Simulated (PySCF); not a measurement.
# C5H7BF2GaN: the cost of one run

The runs use PySCF 2.14.0, with density-fitted response routines of our own; the level of theory stands in each step. All values are computed, except where a source is named. Atoms count from 0, in the outputs and in this text.

## Step 1: Starting geometry

17 atoms, charge 0, multiplicity 1; geometry from: UFF. The atoms were then displaced at random by about 0.03 Å, so the start is not that level's minimum.

Bonds of the start (Å): F0–B1 1.43, B1–F2 1.41, B1–C3 1.45, C3–C4 1.47, C4–C5 1.40, C5–N6 1.32, N6–Ga7 1.90, N6–C8 1.36, C8–C9 1.39, C9–C3 1.44, C4–H10 1.08, C5–H11 1.09, Ga7–H12 1.68, Ga7–H13 1.64, Ga7–H14 1.64, C8–H15 1.11, C9–H16 1.13.

## Step 2: Optimising the geometry at PBE0-D3(BJ)/def2-SVP

What the job is given:

```
{"job": {"xc": "PBE0", "basis": "def2-SVP", "d3": "d3bj", "grid": 1, "shake": 0.03, "kind": "geom"}, "charge": 0, "multiplicity": 1}
F      3.968900     1.324410    -0.045670
B      3.215410     0.138790     0.208060
F      3.956870    -1.033580     0.477200
C      1.762340     0.084040     0.186200
C      0.999670    -1.152290     0.430710
C     -0.399800    -1.163810     0.434930
N     -1.080150    -0.063130     0.158350
Ga    -2.981270    -0.124270     0.156740
C     -0.498070     1.148680    -0.034190
C      0.893640     1.212520    -0.051450
H      1.539940    -2.042130     0.712140
H     -0.872300    -2.112140     0.672930
H     -3.705680     0.975020    -0.888500
H     -3.555170    -1.606020    -0.247060
H     -3.576730     0.146050     1.656920
H     -1.078310     2.062070    -0.280870
H      1.382150     2.205210    -0.292910
```

Run with:

```bash
$ OMP_NUM_THREADS=1 python probes_run.py task.json out
```

This one command runs all jobs of the session in turn.

Q: Estimate the wall time and peak memory of this first job on 1 thread of Arm Neoverse V2, shared host.

About 6.9 min, with a peak of 0.9 GiB.
